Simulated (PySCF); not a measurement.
**C3H10BP: electronic excitations and core binding energies**

What electronic excitations and core binding energies should C3H10BP (`CCCBP`) show?

The runs use PySCF 2.14.0, with density-fitted response routines of our own; the level of theory stands in each step. All values are computed, except where a source is named. Atoms count from 0, in the outputs and in this text.

## 1. Starting geometry

15 atoms, charge 0, multiplicity 1; geometry from: GFN2-xTB.

Bonds of the start (Å): C0–C1 1.52, C1–C2 1.53, C2–B3 1.58, B3–P4 1.87, C0–H5 1.09, C0–H6 1.09, C0–H7 1.09, C1–H8 1.09, C1–H9 1.09, C2–H10 1.10, C2–H11 1.10, B3–H12 1.17, P4–H13 1.38, P4–H14 1.38.

## 2. TDDFT and polarisability: PBE0/def2-SVPD

Job settings and geometry (Å):

```
{"job": {"kind": "uv", "xc": "PBE0", "basis": "def2-SVPD", "nstates": 8, "ntriplets": 3}, "charge": 0, "multiplicity": 1}
C     -2.310719    -0.421768    -0.180965
C     -1.153690     0.369010     0.419045
C      0.206057    -0.169598    -0.038140
B      1.471873     0.535585     0.580615
P      3.093650     0.546588    -0.348135
H     -2.278212    -0.380884    -1.268097
H     -3.264862    -0.015476     0.147672
H     -2.260085    -1.465560     0.123841
H     -1.241581     1.416840     0.124609
H     -1.210859     0.327456     1.508647
H      0.257053    -1.230630     0.239907
H      0.239833    -0.163938    -1.133079
H      1.398198     1.142319     1.580903
H      3.968809     0.231300     0.671700
H      3.080120    -0.713254    -0.914542
```

Level: TDDFT PBE0/def2-SVPD, vertical, gas phase, core orbitals frozen in the response.

On the command line:

```sh
$ OMP_NUM_THREADS=1 python probes_run.py task.json out
```

This one command runs all jobs of the session in turn.

Log:

```text
coarse grid: 12168 points
cycle   1  E = -485.9126921201  dE =  1.777e-01  |g| = 3.572e-01  |ddm| = 4.683e+00
cycle   2  E = -485.9045938393  dE =  8.098e-03  |g| = 4.050e-01  |ddm| = 1.112e+00
cycle   3  E = -485.9510366672  dE = -4.644e-02  |g| = 3.223e-02  |ddm| = 4.934e-01
cycle   4  E = -485.9512846438  dE = -2.480e-04  |g| = 1.597e-02  |ddm| = 8.876e-02
cycle   5  E = -485.9513575816  dE = -7.294e-05  |g| = 3.476e-03  |ddm| = 3.200e-02
cycle   6  E = -485.9513608183  dE = -3.237e-06  |g| = 8.144e-04  |ddm| = 7.137e-03
final grid: 110480 points
cycle   7  E = -486.0099654372  dE = -3.380e-05  |g| = 7.529e-03  |ddm| = 9.574e-02
cycle   8  E = -486.0099585523  dE =  6.885e-06  |g| = 8.996e-03  |ddm| = 2.061e-02
cycle   9  E = -486.0099812558  dE = -2.270e-05  |g| = 4.231e-04  |ddm| = 1.112e-02
cycle  10  E = -486.0099813046  dE = -4.874e-08  |g| = 1.584e-04  |ddm| = 9.712e-04
cycle  11  E = -486.0099813112  dE = -6.635e-09  |g| = 3.842e-05  |ddm| = 2.822e-04
cycle  12  E = -486.0099813116  dE = -3.922e-10  |g| = 9.724e-06  |ddm| = 8.340e-05
converged SCF energy = -486.0099813116

Static polarisability (au): isotropic 80.375, principal 65.692 72.270 103.162

Singlet excitations
state   eV       nm        f      main configurations
  1   4.8676    254.7   0.08402   H->L 0.91
  2   5.8937    210.4   0.00394   H-1->L 0.65, H-2->L 0.31
  3   6.2406    198.7   0.06417   H-2->L 0.60, H-1->L 0.28
  4   6.6415    186.7   0.04311   H->L+1 0.91
  5   6.9648    178.0   0.04736   H->L+2 0.70, H->L+3 0.24
  6   6.9918    177.3   0.00171   H-3->L 0.93
  7   7.1352    173.8   0.00468   H-4->L 0.90
  8   7.5410    164.4   0.00800   H->L+3 0.59, H->L+2 0.24

Triplet excitations (Tamm-Dancoff, eV): 3.7613 5.2871 5.5320
```

Run time: 24 s. Hardware: 1 thread of Arm Neoverse V1, shared host; peak memory 0.73 GiB.

Frontier orbitals and where they lie:

| orbital | eV | atoms |
| --- | --- | --- |
| HOMO−3 | -9.42 | C1 26 %, C0 16 %, H8 13 % |
| HOMO−2 | -9.04 | B3 20 %, C2 17 %, P4 14 % |
| HOMO−1 | -8.80 | C2 24 %, B3 19 %, P4 14 % |
| HOMO | -7.31 | P4 59 %, B3 18 %, H14 6 % |
| LUMO | -1.32 | B3 47 %, P4 20 %, C2 12 % |
| LUMO+1 | 0.46 | B3 40 %, P4 15 %, H13 9 % |
| LUMO+2 | 1.02 | P4 32 %, H14 16 %, B3 12 % |

With each of the 8 states as a Gaussian band of 0.4 eV half-width at 1/e, the curve within the window shown has maxima at 255 nm (ε 3,400), 189 nm (ε 3,800) L/(mol cm). Beyond the last state computed it falls off for lack of states. The curve at chosen wavelengths:

(nm, ε (L/mol/cm)): (158, 210), (163, 531), (169, 1349), (174, 2444), (179, 3346), (184, 3719), (190, 3793), (195, 3677), (200, 3208), (206, 2194), (211, 1324), (216, 709), (221, 421), (227, 489), (232, 877), (237, 1520), (242, 2284), (248, 3066), (253, 3383), (258, 3315), (264, 2819), (269, 2225), (274, 1619), (279, 1096), (285, 631), (290, 375)

Leading natural transition orbitals of singlet state 1: the hole lies on P4 46 %; B3 21 %; H13, H14 about 7 % each; the particle on B3 54 %; H12 14 %; P4 9 %.

Further results of this job:

| property | computed |
| --- | --- |
| dipole moment (D) | 0.94 |
| polarisability (Å³) | 11.91 |
| HOMO–LUMO gap (eV) | 5.99 |
| −ε(HOMO) (eV) | 7.31 |

Orbitals, density, ELF and potential are computed afterwards from the orbital file.

Frontier orbitals at PBE0/def2-SVPD, with the share of their density that lies nearest to each atom:

| orbital | energy (eV) | lies on |
| --- | --- | --- |
| HOMO | -7.31 | P4 58 %; B3 15 %; H13, H14 about 8 % each |
| LUMO | -1.32 | B3 51 %; H12 14 %; P4 12 % |

ELF in a plane through or near 8 of the atoms.

Ten even steps from '0' (0.00) to '9' (1.00):
```
0000000000000000000000000000
0000000000000000000000000000
0000000000000000000000000000
0000000004883000000000000000
0000000039998001310000000000
0000000039999007860000000000
0000121029998029980012000000
0002786136775128871289700000
0005999566517563264799910000
0006999579149486395899910000
0003898258577636576289700000
0000355665234352142343100000
0000016996003650036530000000
0000039999001430014310000000
0000039999000110001100000000
0000004884000000000000000000
0000000100000000000000000000
0000000000000000000000000000
0000000000000000000000000000
0000000000000000000000000000
```
The map spans 13.2 Å across and 8.7 Å up, centred on the molecule. Atoms in the plane (x, y in Å): C0 (2.3, -0.3), C1 (1.1, 0.6), C2 (-0.2, -0.2), B3 (-1.5, 0.6), H6 (3.3, 0.3), H12 (-1.5, 1.8), H13 (-4.0, 0.3), H14 (-3.0, -1.5).

On the surface of density 0.002 e/bohr³ the electrostatic potential runs, from the 1st to the 99th percentile, from -0.69 V near P4 to 0.79 V near B3.

## 3. X-ray photoelectron lines: SCAN, X2C

Settings changed since step 2:

```diff
@@ -1,2 +1,2 @@
-{"job": {"kind": "uv", "xc": "PBE0", "basis": "def2-SVPD", "nstates": 8, "ntriplets": 3}, "charge": 0, "multiplicity": 1}
+{"job": {"kind": "xps"}, "charge": 0, "multiplicity": 1}
 C     -2.310719    -0.421768    -0.180965
```

Level: delta-SCF UKS SCAN, pcX-2 on the ionised atom, pcseg-1 elsewhere, spin-free X2C.

Log:

```text
ground state, core basis on atom 0 (C), 155 functions
  cycle   1  E = -487.14722482  |g| = 5.06e-01
  cycle   2  E = -487.09251380  |g| = 6.72e-01
  cycle   3  E = -487.22077717  |g| = 6.08e-02
  cycle   4  E = -487.22174743  |g| = 2.84e-02
  cycle   5  E = -487.22200643  |g| = 9.81e-03
  cycle   6  E = -487.22203787  |g| = 2.88e-03
  cycle   7  E = -487.22203854  |g| = 7.62e-04
  cycle   8  E = -487.22203781  |g| = 1.81e-04
  E(ground) = -487.25046301 Eh
hole in C 1s of atom 0
  cycle   1  E = -475.99464227  |g| = 1.50e+00
  cycle   2  E = -474.88928209  |g| = 1.96e+00
  cycle   3  E = -476.47115480  |g| = 3.77e-01
  cycle   4  E = -476.53371480  |g| = 1.65e-01
  cycle   5  E = -476.54926003  |g| = 6.66e-02
  cycle   6  E = -476.55145052  |g| = 2.65e-02
  cycle   7  E = -476.55194344  |g| = 9.09e-03
  cycle   8  E = -476.55200551  |g| = 3.06e-03
  cycle   9  E = -476.55201097  |g| = 1.38e-03
  cycle  10  E = -476.55201358  |g| = 5.71e-04
  cycle  11  E = -476.55201364  |g| = 1.50e-04
  E(ion) = -476.57945573 Eh   <S^2> = 0.7677   hole on atom = 1.000   binding energy = 290.373 eV
ground state, core basis on atom 1 (C), 155 functions
  cycle   1  E = -487.22235049  |g| = 5.92e-02
  cycle   2  E = -487.22229064  |g| = 2.63e-02
  cycle   3  E = -487.22236159  |g| = 2.02e-02
  cycle   4  E = -487.22246265  |g| = 9.00e-04
  cycle   5  E = -487.22246379  |g| = 2.71e-04
  E(ground) = -487.25121991 Eh
hole in C 1s of atom 1
  cycle   1  E = -475.98444037  |g| = 1.51e+00
  cycle   2  E = -475.12780717  |g| = 1.93e+00
  cycle   3  E = -476.49082972  |g| = 3.56e-01
  cycle   4  E = -476.52223216  |g| = 2.02e-01
  cycle   5  E = -476.54833839  |g| = 8.07e-02
  cycle   6  E = -476.55271255  |g| = 1.76e-02
  cycle   7  E = -476.55289910  |g| = 6.74e-03
  cycle   8  E = -476.55293120  |g| = 2.09e-03
  cycle   9  E = -476.55293425  |g| = 1.11e-03
  cycle  10  E = -476.55293565  |g| = 4.64e-04
  E(ion) = -476.58060498 Eh   <S^2> = 0.7694   hole on atom = 1.000   binding energy = 290.362 eV
ground state, core basis on atom 2 (C), 155 functions
  cycle   1  E = -487.22125167  |g| = 5.88e-02
  cycle   2  E = -487.22119299  |g| = 2.48e-02
  cycle   3  E = -487.22123702  |g| = 2.07e-02
  cycle   4  E = -487.22134333  |g| = 9.34e-04
  cycle   5  E = -487.22134526  |g| = 2.01e-04
  E(ground) = -487.25031417 Eh
hole in C 1s of atom 2
  cycle   1  E = -475.99432665  |g| = 1.51e+00
  cycle   2  E = -475.16451796  |g| = 1.88e+00
  cycle   3  E = -476.47463552  |g| = 3.98e-01
  cycle   4  E = -476.48690974  |g| = 3.13e-01
  cycle   5  E = -476.56360029  |g| = 6.66e-02
  cycle   6  E = -476.56632414  |g| = 1.71e-02
  cycle   7  E = -476.56649031  |g| = 6.93e-03
  cycle   8  E = -476.56651867  |g| = 1.61e-03
  cycle   9  E = -476.56652093  |g| = 8.35e-04
  cycle  10  E = -476.56652111  |g| = 3.26e-04
  E(ion) = -476.59396644 Eh   <S^2> = 0.7670   hole on atom = 1.000   binding energy = 289.974 eV
ground state, core basis on atom 3 (B), 155 functions
  cycle   1  E = -487.21387461  |g| = 4.89e-02
  cycle   2  E = -487.21361422  |g| = 3.60e-02
  cycle   3  E = -487.21388268  |g| = 2.17e-02
  cycle   4  E = -487.21405168  |g| = 2.93e-03
  cycle   5  E = -487.21405632  |g| = 4.57e-04
  E(ground) = -487.24401209 Eh
hole in B 1s of atom 3
  cycle   1  E = -479.60185476  |g| = 1.17e+00
  cycle   2  E = -477.19074930  |g| = 2.09e+00
  cycle   3  E = -479.88534339  |g| = 4.77e-01
  cycle   4  E = -480.00020571  |g| = 2.29e-01
  cycle   5  E = -480.01419632  |g| = 1.49e-01
  cycle   6  E = -480.02691226  |g| = 7.05e-02
  cycle   7  E = -480.03143398  |g| = 1.59e-02
  cycle   8  E = -480.03164688  |g| = 1.03e-02
  cycle   9  E = -480.03177259  |g| = 5.63e-03
  cycle  10  E = -480.03183768  |g| = 3.54e-03
  cycle  11  E = -480.03186374  |g| = 2.08e-03
  cycle  12  E = -480.03187297  |g| = 8.77e-04
  cycle  13  E = -480.03187427  |g| = 3.31e-04
  E(ion) = -480.06303744 Eh   <S^2> = 0.8907   hole on atom = 1.000   binding energy = 195.404 eV
ground state, core basis on atom 4 (P), 166 functions
  cycle   1  E = -487.33464987  |g| = 3.39e-01
  cycle   2  E = -487.33460079  |g| = 2.95e-02
  cycle   3  E = -487.33431364  |g| = 4.22e-02
  cycle   4  E = -487.33489319  |g| = 5.36e-03
  cycle   5  E = -487.33489971  |g| = 2.60e-03
  cycle   6  E = -487.33490201  |g| = 1.54e-04
  E(ground) = -487.33433710 Eh
hole in P 1s of atom 4
  cycle   1  E = -407.19229589  |g| = 4.72e+00
  cycle   2  E = -405.15274341  |g| = 2.65e+00
  cycle   3  E = -393.30049357  |g| = 3.11e+00
  cycle   4  E = -408.24407292  |g| = 4.17e-01
  cycle   5  E = -408.25373684  |g| = 3.91e-01
  cycle   6  E = -408.33662093  |g| = 4.35e-02
  cycle   7  E = -408.33731973  |g| = 2.29e-02
  cycle   8  E = -408.33760156  |g| = 5.47e-03
  cycle   9  E = -408.33761733  |g| = 1.81e-03
  cycle  10  E = -408.33761912  |g| = 6.30e-04
  cycle  11  E = -408.33761892  |g| = 1.87e-04
  E(ion) = -408.33768094 Eh   <S^2> = 0.7517   hole on atom = 1.000   binding energy = 2149.609 eV
hole in P 2p of atom 4
  cycle   1  E = -481.92685380  |g| = 1.38e+00
  cycle   2  E = -480.11440967  |g| = 1.80e+00
  cycle   3  E = -482.05047612  |g| = 6.06e-01
  cycle   4  E = -482.29648643  |g| = 1.74e-01
  cycle   5  E = -482.31010689  |g| = 7.06e-02
  cycle   6  E = -482.31268840  |g| = 2.18e-02
  cycle   7  E = -482.31293823  |g| = 8.95e-03
  cycle   8  E = -482.31298251  |g| = 2.15e-03
  cycle   9  E = -482.31298660  |g| = 8.61e-04
  cycle  10  E = -482.31298588  |g| = 3.20e-04
  E(ion) = -482.32333684 Eh   <S^2> = 0.7532   hole on atom = 1.002   binding energy = 136.356 eV
  2p3/2 = 136.121 eV   2p1/2 = 137.012 eV
```

Wall time 51 s (1 thread of Arm Neoverse V1, shared host); peak memory 0.53 GiB.

The holes in one table. −ε is the ground-state orbital energy:

| hole | stands for | environment | ΔSCF (eV; 2p as the shell's mean) | −ε (eV) | ⟨S²⟩ |
| --- | --- | --- | --- | --- | --- |
| C1s on C0 | C0 | methyl carbon | 290.37 | 273.2 | 0.768 |
| C1s on C1 | C1 | sp3 CH2 | 290.36 | 273.4 | 0.769 |
| C1s on C2 | C2 | sp3 CH2 bonded to B | 289.97 | 273.1 | 0.767 |
| B1s on B3 | B3 | boron bonded to C, P, H | 195.40 (doubtful) | 180.2 | 0.891 |
| P1s on P4 | P4 | phosphorus bonded to B, 2 H | 2149.61 | 2092.3 | 0.752 |
| P2p on P4 | P4 | phosphorus bonded to B, 2 H | 136.42 | 125.4 | 0.753 |

Doubtful: the ion did not converge, its hole moved, or its ⟨S²⟩ is well above 0.75.

With the spin-orbit splitting: P4 2p3/2 136.12, 2p1/2 137.01 eV. The table gives each 2p level as the mean over the whole 2p shell (two parts 2p3/2, one part 2p1/2), which differs a little from the single hole in the log.

## 4. Summary of results

| quantity | value |
| --- | --- |
| lowest singlet (PBE0/def2-SVPD) | 4.87 eV (255 nm), f = 0.084 |
| lowest triplet | 3.76 eV |
| surface potential, 1st and 99th percentile | -0.69 V and 0.79 V |
| C1s binding energies, SCAN/pcX-2 | C0 290.37, C1 290.36, C2 289.97 eV |
| P1s binding energies, SCAN/pcX-2 | P4 2149.61 eV |
| P2p binding energies, SCAN/pcX-2 | P4 136.42 eV |

In words: The lowest singlet, at 4.87 eV, is HOMO→LUMO 0.91 and is bright. The lowest triplet lies 1.11 eV below the lowest singlet (triplets in Tamm-Dancoff, singlets in full TDDFT). At PBE0/def2-SVPD, counted by nearest atom on the grid, the HOMO lies on P4 58 %; B3 15 %, the LUMO on B3 51 %; H12 14 %. C0 (methyl carbon) binds its C1s electron 0.40 eV more tightly than C2 (sp3 CH2 bonded to B).
